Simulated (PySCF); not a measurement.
# C₃H₂F₄O₂S: a tour of settings

Aim: see how C₃H₂F₄O₂S (`O=S(=O)(/C=C\F)C(F)(F)F`) answers to the choice of functional, basis, grid and SCF options.

Programs: PySCF 2.14.0, with density-fitted response routines of our own. Each step states its level of theory. These are calculated values for one molecule, in the gas phase or a continuum, unless marked as measured. Atoms count from 0, in the outputs and in this text.

### Step 1. The molecule as given

12 atoms, charge 0, multiplicity 1; geometry from: GFN2-xTB.

Bonds of the start (Å): O0–S1 1.42, S1–O2 1.42, S1–C3 1.79, C3–C4 1.32, C4–F5 1.32, S1–C6 1.90, C6–F7 1.33, C6–F8 1.33, C6–F9 1.32, C3–H10 1.07, C4–H11 1.09.

### Step 2. NMR shieldings: PBE0/pcSseg-1

The job: settings as JSON, then the geometry in Å.

```
{"job": {"kind": "nmr", "xc": "PBE0", "basis": "pcSseg-1"}, "charge": 0, "multiplicity": 1}
O      0.707292    -1.909474     1.106673
S      0.252128    -1.070528     0.049567
O     -0.072948    -1.634532    -1.214273
C     -1.059262    -0.023614     0.674725
C     -1.804972     0.712399    -0.126997
F     -1.636811     0.739169    -1.435603
C      1.613824     0.222390    -0.220075
F      1.238736     1.128296    -1.117752
F      1.817149     0.856527     0.936252
F      2.744814    -0.336513    -0.611599
H     -1.186001    -0.046981     1.739555
H     -2.612751     1.362176     0.193499
```

With the program's defaults for keys left out, this is: GIAO PBE0/pcSseg-1 NMR shielding, non-relativistic, gas phase.

The run is started by

```
$ OMP_NUM_THREADS=1 python probes_run.py task.json out
```

This one command runs all jobs of the session in turn.

What it wrote:

```text
coarse grid: 12640 points
cycle   1  E = -1062.0271421312  dE =  2.576e+00  |g| = 1.506e+00  |ddm| = 3.521e+00
cycle   2  E = -1060.7024731510  dE =  1.325e+00  |g| = 3.114e+00  |ddm| = 3.506e+00
cycle   3  E = -1062.4203863799  dE = -1.718e+00  |g| = 2.563e-01  |ddm| = 2.710e+00
cycle   4  E = -1062.4269784249  dE = -6.592e-03  |g| = 1.841e-01  |ddm| = 3.282e-01
cycle   5  E = -1062.4334034246  dE = -6.425e-03  |g| = 3.465e-02  |ddm| = 1.380e-01
cycle   6  E = -1062.4336421836  dE = -2.388e-04  |g| = 1.400e-02  |ddm| = 4.108e-02
cycle   7  E = -1062.4336773472  dE = -3.516e-05  |g| = 4.237e-03  |ddm| = 1.344e-02
cycle   8  E = -1062.4336802458  dE = -2.899e-06  |g| = 1.390e-03  |ddm| = 3.840e-03
final grid: 124952 points
cycle   9  E = -1062.5395630459  dE = -3.708e-05  |g| = 1.122e-02  |ddm| = 2.504e-02
cycle  10  E = -1062.5395264067  dE =  3.664e-05  |g| = 1.795e-02  |ddm| = 2.362e-02
cycle  11  E = -1062.5395867291  dE = -6.032e-05  |g| = 2.333e-03  |ddm| = 1.517e-02
cycle  12  E = -1062.5395877418  dE = -1.013e-06  |g| = 3.828e-04  |ddm| = 2.051e-03
cycle  13  E = -1062.5395877633  dE = -2.150e-08  |g| = 2.424e-04  |ddm| = 4.811e-04
cycle  14  E = -1062.5395877756  dE = -1.231e-08  |g| = 4.637e-05  |ddm| = 2.063e-04
cycle  15  E = -1062.5395877759  dE = -2.792e-10  |g| = 2.401e-05  |ddm| = 4.760e-05
converged SCF energy = -1062.5395877759

GIAO shielding tensors (ppm)
atom      isotropic    diamagn.    paramagn.     s11        s22        s33       span
  0 O      126.235     397.071    -270.836     64.451    116.619    197.636    133.186
  1 S      212.640    1050.717    -838.078     56.630    188.788    392.501    335.871
  2 O      120.225     398.219    -277.994     68.576    116.680    175.418    106.842
  3 C       65.631     265.737    -200.106    -19.924    103.757    113.059    132.983
  4 C       16.102     245.026    -228.925    -83.614     43.085     88.834    172.448
  5 F      248.223     474.117    -225.894    111.584    186.830    446.254    334.670
  6 C       54.846     248.745    -193.899     48.945     57.004     58.590      9.645
  7 F      261.803     474.828    -213.025    198.811    237.771    348.827    150.016
  8 F      258.583     474.257    -215.674    191.576    238.016    346.158    154.582
  9 F      267.935     468.800    -200.866    207.775    251.614    344.416    136.641
 10 H       25.722      31.956      -6.234     24.312     24.553     28.300      3.988
 11 H       24.281      27.247      -2.965     21.480     25.172     26.192      4.713
```

Run time: 26 s. Hardware: 1 thread of Arm Neoverse V1, shared host; peak memory 0.81 GiB.

The references, computed at this level on geometries of the same kind, shield at (ppm): 1H TMS 31.72, 13C TMS 186.9, 19F CFCl3 170.9, 17O H2O 336.1, 33S CS2 504. Their shielding less the atom's gives the shift. The references are single molecules in the gas phase, so shifts against H2O, NH3, PH3, H3PO4 or CFCl3 are not on the usual liquid scales and can be off by tens of ppm. Atoms listed in one row are averaged.

```
     atoms                           environment  σ (ppm)  δ (ppm)  δ scaled to CDCl3
        C4                 alkene CH bonded to F     16.1    170.8              164.8
        C6                            CF3 carbon     54.8    132.1              122.6
        C3                             alkene CH     65.6    121.3              112.1
       H11  hydrogen on an alkene CH bonded to F    24.28     7.44               7.12
       H10              hydrogen on an alkene CH    25.72     6.00               5.76
    O0, O2                            S=O oxygen    123.2    212.8                  –
        S1                        sulfone sulfur      213      291                  –
        F5                      vinylic fluorine    248.2    -77.3                  –
F7, F8, F9             fluorine of an SCF3 group    262.8    -91.8                  –
```

The scaled column applies a straight-line fit of computed shieldings to shifts measured in CDCl3, with any fitted terms for Cl, Br or S neighbours; 19F shifts take a fit of their own (root-mean-square error 0.16 ppm for H, 1.9 ppm for C).

The run also stored atomic charges by several schemes (e):

```
     atoms  Mulliken    IAO  Hirshfeld  ESP fit
    O0, O2     -0.49  -0.86      -0.29    -0.45
        S1      0.99   1.98       0.48     0.96
        C3     -0.45  -0.48      -0.11    -0.41
        C4      0.37   0.21       0.09     0.16
        F5     -0.22  -0.22      -0.04    -0.11
        C6      0.69   0.60       0.24     0.14
F7, F8, F9     -0.24  -0.26      -0.08    -0.07
```

Mayer bond orders: O0–S1 1.75, S1–O2 1.80, S1–C3 0.89, C3–C4 1.74, C4–F5 1.03, S1–C6 0.72, C6–F7 1.01, C6–F8 1.00, C6–F9 1.04.

### Step 3. TDDFT and polarisability: PBE0/def2-SVPD

The job, as its differences from that of step 2:

```diff
@@ -1,2 +1,2 @@
-{"job": {"kind": "nmr", "xc": "PBE0", "basis": "pcSseg-1"}, "charge": 0, "multiplicity": 1}
+{"job": {"kind": "uv", "xc": "PBE0", "basis": "def2-SVPD", "nstates": 6, "ntriplets": 2}, "charge": 0, "multiplicity": 1}
 O      0.707292    -1.909474     1.106673
```

Method: TDDFT PBE0/def2-SVPD, vertical, gas phase, core orbitals frozen in the response.

What it wrote:

```text
coarse grid: 12640 points
cycle   1  E = -1061.5165397061  dE =  2.503e+00  |g| = 1.420e+00  |ddm| = 5.123e+00
cycle   2  E = -1060.2267083034  dE =  1.290e+00  |g| = 3.000e+00  |ddm| = 4.777e+00
cycle   3  E = -1061.8877798516  dE = -1.661e+00  |g| = 2.462e-01  |ddm| = 3.667e+00
cycle   4  E = -1061.8944463913  dE = -6.667e-03  |g| = 1.727e-01  |ddm| = 5.032e-01
cycle   5  E = -1061.9003526142  dE = -5.906e-03  |g| = 3.179e-02  |ddm| = 2.153e-01
cycle   6  E = -1061.9005697181  dE = -2.171e-04  |g| = 1.232e-02  |ddm| = 6.022e-02
cycle   7  E = -1061.9005987249  dE = -2.901e-05  |g| = 3.722e-03  |ddm| = 1.736e-02
cycle   8  E = -1061.9006010802  dE = -2.355e-06  |g| = 1.279e-03  |ddm| = 5.091e-03
final grid: 124952 points
cycle   9  E = -1062.0338932754  dE = -3.241e-05  |g| = 1.043e-02  |ddm| = 9.418e-02
cycle  10  E = -1062.0338594739  dE =  3.380e-05  |g| = 1.676e-02  |ddm| = 3.312e-02
cycle  11  E = -1062.0339156717  dE = -5.620e-05  |g| = 2.242e-03  |ddm| = 2.015e-02
cycle  12  E = -1062.0339166801  dE = -1.008e-06  |g| = 3.603e-04  |ddm| = 3.512e-03
cycle  13  E = -1062.0339167007  dE = -2.060e-08  |g| = 2.112e-04  |ddm| = 7.152e-04
cycle  14  E = -1062.0339167103  dE = -9.582e-09  |g| = 4.487e-05  |ddm| = 2.708e-04
cycle  15  E = -1062.0339167106  dE = -2.719e-10  |g| = 2.394e-05  |ddm| = 7.000e-05
converged SCF energy = -1062.0339167106

Static polarisability (au): isotropic 66.473, principal 58.691 62.474 78.253

Singlet excitations
state   eV       nm        f      main configurations
  1   5.9776    207.4   0.00232   H->L 0.86, H-1->L 0.12
  2   6.4455    192.4   0.01880   H-2->L 0.80, H-1->L 0.15
  3   6.9582    178.2   0.18074   H-1->L 0.56, H-2->L 0.18, H-4->L 0.12
  4   7.0291    176.4   0.01054   H-3->L 0.84, H-4->L 0.12
  5   7.2439    171.2   0.08560   H-4->L 0.71, H-1->L 0.10
  6   7.8807    157.3   0.02588   H-1->L+1 0.72, H->L+1 0.15

Triplet excitations (Tamm-Dancoff, eV): 4.2846 5.6278
```

It took 49 s on 1 thread of Arm Neoverse V1, shared host; peak memory 0.95 GiB.

The orbitals next to the gap, with their largest atomic shares:

```
orbital      eV                       atoms
 HOMO−3  -10.39   O0 44 %, O2 39 %, S1 12 %
 HOMO−2   -9.81    O0 41 %, O2 40 %, S1 8 %
 HOMO−1   -9.42   C3 33 %, C4 22 %, F5 12 %
   HOMO   -9.38   O2 25 %, O0 20 %, C3 14 %
   LUMO   -2.01   C4 34 %, C3 25 %, S1 12 %
 LUMO+1    0.03   C4 26 %, S1 17 %, C3 12 %
 LUMO+2    0.52  S1 21 %, C3 19 %, H10 17 %
```

With each of the 6 states as a Gaussian band of 0.4 eV half-width at 1/e, the curve within the window shown has maxima at 177 nm (ε 10,000) L/(mol cm). Beyond the last state computed it falls off for lack of states. The curve at chosen wavelengths:

(nm, ε (L/mol/cm)): (152, 612), (155, 1011), (158, 1394), (161, 1937), (164, 3018), (168, 5576), (171, 7857), (174, 9621), (177, 10215), (180, 9475), (183, 7779), (186, 5762), (189, 3954), (193, 2250), (196, 1466), (199, 970), (202, 652), (205, 442), (208, 301), (211, 205), (214, 139), (218, 82), (221, 54), (224, 34), (227, 21), (230, 13)

Ground-state properties from the same run:

```
           property  computed
  dipole moment (D)      4.63
polarisability (Å³)      9.85
 HOMO–LUMO gap (eV)      7.37
      −ε(HOMO) (eV)      9.38
```

### Step 4. Nuclear shieldings: BLYP/cc-pVDZ

The job, as its differences from that of step 3:

```diff
@@ -1,2 +1,2 @@
-{"job": {"kind": "uv", "xc": "PBE0", "basis": "def2-SVPD", "nstates": 6, "ntriplets": 2}, "charge": 0, "multiplicity": 1}
+{"job": {"kind": "nmr", "xc": "BLYP", "basis": "cc-pVDZ", "pop": false}, "charge": 0, "multiplicity": 1}
 O      0.707292    -1.909474     1.106673
```

Method: GIAO BLYP/cc-pVDZ NMR shielding, non-relativistic, gas phase.

What it wrote:

```text
coarse grid: 12640 points
cycle   1  E = -1062.7814547166  dE =  2.560e+00  |g| = 1.716e+00  |ddm| = 7.185e+00
cycle   2  E = -1056.8306943442  dE =  5.951e+00  |g| = 5.215e+00  |ddm| = 8.787e+00
cycle   3  E = -1063.1241071576  dE = -6.293e+00  |g| = 8.978e-01  |ddm| = 7.325e+00
cycle   4  E = -1063.2943762229  dE = -1.703e-01  |g| = 3.712e-01  |ddm| = 1.994e+00
cycle   5  E = -1063.3173015947  dE = -2.293e-02  |g| = 1.381e-01  |ddm| = 5.930e-01
cycle   6  E = -1063.3202414334  dE = -2.940e-03  |g| = 6.450e-02  |ddm| = 2.434e-01
cycle   7  E = -1063.3209005185  dE = -6.591e-04  |g| = 3.009e-02  |ddm| = 1.015e-01
cycle   8  E = -1063.3210685173  dE = -1.680e-04  |g| = 6.507e-03  |ddm| = 4.152e-02
cycle   9  E = -1063.3210761467  dE = -7.629e-06  |g| = 2.851e-03  |ddm| = 1.332e-02
final grid: 124952 points
cycle  10  E = -1063.3233878800  dE = -2.182e-05  |g| = 1.375e-02  |ddm| = 5.506e-02
cycle  11  E = -1063.3232038553  dE =  1.840e-04  |g| = 3.265e-02  |ddm| = 6.015e-02
cycle  12  E = -1063.3234205217  dE = -2.167e-04  |g| = 4.872e-03  |ddm| = 4.509e-02
cycle  13  E = -1063.3234257034  dE = -5.182e-06  |g| = 7.055e-04  |ddm| = 7.044e-03
cycle  14  E = -1063.3234257783  dE = -7.485e-08  |g| = 3.600e-04  |ddm| = 1.294e-03
cycle  15  E = -1063.3234258001  dE = -2.180e-08  |g| = 1.298e-04  |ddm| = 5.330e-04
cycle  16  E = -1063.3234258035  dE = -3.421e-09  |g| = 2.244e-05  |ddm| = 1.902e-04
cycle  17  E = -1063.3234258036  dE = -8.413e-11  |g| = 7.420e-06  |ddm| = 3.586e-05
converged SCF energy = -1063.3234258036

GIAO shielding tensors (ppm)
atom      isotropic    diamagn.    paramagn.     s11        s22        s33       span
  0 O      134.933     400.041    -265.108     80.180    131.247    193.373    113.194
  1 S      274.977    1056.276    -781.300    140.749    252.356    431.824    291.075
  2 O      131.916     401.656    -269.740     85.523    133.841    176.383     90.859
  3 C       76.998     265.003    -188.006     -0.766    111.819    119.940    120.706
  4 C       36.902     250.262    -213.360    -46.905     56.216    101.395    148.300
  5 F      244.175     475.616    -231.440    120.841    169.390    442.294    321.453
  6 C       58.403     257.980    -199.576     53.314     60.012     61.885      8.571
  7 F      267.702     476.404    -208.702    215.469    243.244    344.394    128.925
  8 F      262.836     475.378    -212.542    207.118    242.341    339.047    131.929
  9 F      272.334     468.698    -196.364    222.996    256.128    337.879    114.883
 10 H       26.309      34.055      -7.746     23.965     25.749     29.212      5.247
 11 H       24.710      28.645      -3.935     22.069     25.723     26.340      4.271
```

Wall time 31 s (1 thread of Arm Neoverse V1, shared host); peak memory 0.66 GiB.

In short: δ C4 155.1, C6 133.6, C3 115.0, O0 209.0, H11 7.06, H10 5.46 ppm (means over like atoms).

### Step 5. Excited states and response: BP86/def2-SVPD

The job, as its differences from that of step 4:

```diff
@@ -1,2 +1,2 @@
-{"job": {"kind": "nmr", "xc": "BLYP", "basis": "cc-pVDZ", "pop": false}, "charge": 0, "multiplicity": 1}
+{"job": {"kind": "uv", "xc": "BP86", "basis": "def2-SVPD", "nstates": 1, "ntriplets": 2, "tda": false, "scf": {"guess": "huckel"}}, "charge": 0, "multiplicity": 1}
 O      0.707292    -1.909474     1.106673
```

Method: TDDFT BP86/def2-SVPD, vertical, gas phase, core orbitals frozen in the response.

What it wrote:

```text
final grid: 124952 points
cycle   1  E = -1039.0513695517  dE =  1.988e+01  |g| = 1.015e+01  |ddm| = 2.268e+01
cycle   2  E = -1000.4008813565  dE =  3.865e+01  |g| = 1.083e+01  |ddm| = 5.344e+01
cycle   3  E = -1023.9018667335  dE = -2.350e+01  |g| = 8.760e+00  |ddm| = 8.540e+01
cycle   4  E = -1040.3555878770  dE = -1.645e+01  |g| = 8.291e+00  |ddm| = 7.515e+01
cycle   5  E = -1061.8471207585  dE = -2.149e+01  |g| = 2.124e+00  |ddm| = 1.540e+01
cycle   6  E = -1061.6255902207  dE =  2.215e-01  |g| = 2.414e+00  |ddm| = 6.275e+00
cycle   7  E = -1062.7906204567  dE = -1.165e+00  |g| = 6.558e-01  |ddm| = 3.592e+00
cycle   8  E = -1062.8246158348  dE = -3.400e-02  |g| = 5.428e-01  |ddm| = 1.228e+00
cycle   9  E = -1062.8740879803  dE = -4.947e-02  |g| = 1.962e-01  |ddm| = 5.836e-01
cycle  10  E = -1062.8789410353  dE = -4.853e-03  |g| = 1.226e-01  |ddm| = 3.035e-01
cycle  11  E = -1062.8818797536  dE = -2.939e-03  |g| = 3.689e-02  |ddm| = 2.152e-01
cycle  12  E = -1062.8821104683  dE = -2.307e-04  |g| = 1.620e-02  |ddm| = 5.391e-02
cycle  13  E = -1062.8821624193  dE = -5.195e-05  |g| = 3.965e-03  |ddm| = 2.220e-02
cycle  14  E = -1062.8821657261  dE = -3.307e-06  |g| = 2.119e-03  |ddm| = 9.294e-03
cycle  15  E = -1062.8821666184  dE = -8.924e-07  |g| = 7.178e-04  |ddm| = 3.349e-03
cycle  16  E = -1062.8821667308  dE = -1.124e-07  |g| = 3.561e-04  |ddm| = 1.107e-03
cycle  17  E = -1062.8821667549  dE = -2.406e-08  |g| = 5.192e-05  |ddm| = 4.592e-04
cycle  18  E = -1062.8821667545  dE =  3.420e-10  |g| = 6.457e-05  |ddm| = 1.406e-04
cycle  19  E = -1062.8821667552  dE = -6.908e-10  |g| = 3.358e-05  |ddm| = 9.699e-05
cycle  20  E = -1062.8821667554  dE = -1.369e-10  |g| = 1.832e-05  |ddm| = 5.095e-05
converged SCF energy = -1062.8821667554

Static polarisability (au): isotropic 69.811, principal 61.660 65.693 82.079

Singlet excitations
state   eV       nm        f      main configurations
  1   5.0769    244.2   0.00168   H->L 0.96

Triplet excitations (Tamm-Dancoff, eV): 4.3265 4.8221
```

Wall time 66 s (1 thread of Arm Neoverse V1, shared host); peak memory 0.74 GiB.

Key values: HOMO -7.94 eV, LUMO -2.98 eV; lowest singlet 5.08 eV.

### Step 6. Shielding tensors: BLYP/STO-3G in acetone

The job, as its differences from that of step 5:

```diff
@@ -1,2 +1,2 @@
-{"job": {"kind": "uv", "xc": "BP86", "basis": "def2-SVPD", "nstates": 1, "ntriplets": 2, "tda": false, "scf": {"guess": "huckel"}}, "charge": 0, "multiplicity": 1}
+{"job": {"kind": "nmr", "xc": "BLYP", "basis": "STO-3G", "solvent": "acetone", "pop": false}, "charge": 0, "multiplicity": 1}
 O      0.707292    -1.909474     1.106673
```

Level: GIAO BLYP/STO-3G NMR shielding, non-relativistic, IEF-PCM acetone.

What it wrote:

```text
coarse grid: 12640 points
cycle   1  E = -1048.6164991951  dE =  3.119e+00  |g| = 1.351e+00  |ddm| = 5.212e+00
cycle   2  E = -1042.3666678660  dE =  6.250e+00  |g| = 3.770e+00  |ddm| = 8.260e+00
cycle   3  E = -1048.8975566329  dE = -6.531e+00  |g| = 9.333e-01  |ddm| = 7.263e+00
cycle   4  E = -1049.2658881811  dE = -3.683e-01  |g| = 1.870e-01  |ddm| = 2.052e+00
cycle   5  E = -1049.2546582322  dE =  1.123e-02  |g| = 2.589e-01  |ddm| = 7.526e-01
cycle   6  E = -1049.2802533086  dE = -2.560e-02  |g| = 3.857e-02  |ddm| = 4.739e-01
cycle   7  E = -1049.2807715807  dE = -5.183e-04  |g| = 1.721e-02  |ddm| = 9.572e-02
cycle   8  E = -1049.2808668927  dE = -9.531e-05  |g| = 4.938e-03  |ddm| = 3.607e-02
cycle   9  E = -1049.2808745641  dE = -7.671e-06  |g| = 1.597e-03  |ddm| = 9.532e-03
final grid: 124952 points
cycle  10  E = -1049.1514797061  dE =  2.008e-05  |g| = 9.706e-03  |ddm| = 2.730e-02
cycle  11  E = -1049.1512877600  dE =  1.919e-04  |g| = 2.563e-02  |ddm| = 6.283e-02
cycle  12  E = -1049.1515099660  dE = -2.222e-04  |g| = 2.604e-03  |ddm| = 4.615e-02
cycle  13  E = -1049.1515122483  dE = -2.282e-06  |g| = 4.956e-04  |ddm| = 4.493e-03
cycle  14  E = -1049.1515123372  dE = -8.892e-08  |g| = 1.216e-04  |ddm| = 1.188e-03
cycle  15  E = -1049.1515123431  dE = -5.869e-09  |g| = 2.449e-05  |ddm| = 2.503e-04
cycle  16  E = -1049.1515123432  dE = -1.492e-10  |g| = 1.729e-05  |ddm| = 6.763e-05
converged SCF energy = -1049.1515123432

GIAO shielding tensors (ppm)
atom      isotropic    diamagn.    paramagn.     s11        s22        s33       span
  0 O      196.326     388.531    -192.204     23.007    224.241    341.731    318.724
  1 S      688.073    1037.975    -349.902    523.041    628.970    912.208    389.167
  2 O      193.540     388.791    -195.251     27.454    215.306    337.860    310.407
  3 C      128.077     258.399    -130.323     45.742    144.199    194.289    148.547
  4 C      110.681     254.647    -143.966     48.533    123.969    159.542    111.009
  5 F      272.904     452.964    -180.059    109.911    194.416    514.387    404.476
  6 C      133.820     260.562    -126.742    111.167    143.637    146.654     35.487
  7 F      345.543     454.533    -108.990    310.323    329.605    396.702     86.379
  8 F      341.949     454.271    -112.322    307.804    326.415    391.628     83.824
  9 F      344.315     452.321    -108.005    299.675    331.835    401.436    101.761
 10 H       27.322      31.378      -4.056     25.012     26.523     30.431      5.419
 11 H       26.354      28.054      -1.700     24.250     24.993     29.821      5.572
```

Run time: 5.4 s. Hardware: 1 thread of Arm Neoverse V1, shared host.

In short: σ C4 110.7, C3 128.1, C6 133.8, O0 194.9, H11 26.35, H10 27.32 ppm (means over like atoms).

### Step 7. Side by side: NMR shifts

Isotropic shieldings (ppm) of some atoms, chosen among heavy atoms and hydrogens apart, means over like atoms, with basis size and wall time:

```
                   run     C4     C6    H11    H10     O0   S1     F7  functions   time
         PBE0/pcSseg-1   16.1   54.8  24.28  25.72  123.2  213  262.8        187   26 s
          BLYP/cc-pVDZ   36.9   58.4  24.71  26.31  133.4  275  267.6        154   31 s
BLYP/STO-3G in acetone  110.7  133.8  26.35  27.32  194.9  688  343.9         56  5.4 s
```

### Step 8. Run by run: electronic excitations

Excitations and ground-state properties, with basis size and wall time:

```
           run  lowest singlet (eV)  brightest (eV)      f  gap (eV)  α (Å³)  μ (D)  functions  time
PBE0/def2-SVPD                 5.98            6.96  0.181      7.37    9.85   4.63        241  49 s
BP86/def2-SVPD                 5.08            5.08  0.002      4.96   10.34   4.37        241  66 s
```

### Step 9. Results

| quantity | value |
| --- | --- |
| 13C shifts against TMS (PBE0/pcSseg-1) | 170.8, 132.1, 121.3 ppm |
| 1H shifts against TMS (PBE0/pcSseg-1) | 7.44, 6.00 ppm |
| 17O shifts against H2O (PBE0/pcSseg-1, means over atoms taken as alike) | 212.8 ppm |
| 33S shifts against CS2 (PBE0/pcSseg-1) | 291 ppm |
| 19F shifts against CFCl3 (PBE0/pcSseg-1, means over atoms taken as alike) | -77.3, -91.8 ppm |
| lowest singlet (PBE0/def2-SVPD) | 5.98 eV (207 nm), f = 0.002 |
| brightest single state of those computed | state 3, 6.96 eV, f = 0.181 |
| lowest triplet | 4.28 eV |
| range of the shielding of S1 (minimal bases aside) | 213 to 275 ppm |
| range of the lowest singlet | 5.08 to 5.98 eV |
| property runs in this session | 5, of which 0 failed and 1 gave unsound results |

**Reading.** Single values in the summary come from the first sound run of each kind (PBE0/pcSseg-1; PBE0/def2-SVPD), which need not be the best level. The first singlet state (HOMO→LUMO 0.86, HOMO−1→LUMO 0.12) lies at 5.98 eV and is weak; of the 6 states computed, the strongest absorption comes from state 3 at 6.96 eV. The lowest triplet lies 1.69 eV below the lowest singlet (triplets in Tamm-Dancoff, singlets in full TDDFT). Leaving out the minimal-basis runs, which are unusable for shieldings: In ppm, S1 moves most: its shielding spreads over 62 ppm, from 213 (PBE0/pcSseg-1) to 275 (BLYP/cc-pVDZ). The lowest singlet runs from 5.08 eV (BP86/def2-SVPD) to 5.98 eV (PBE0/def2-SVPD), while the orbital gap spans 4.96 to 7.37 eV. The lowest state need not be the same one in every run. The runs solved for a few states only, so the brightest column depends on that window.
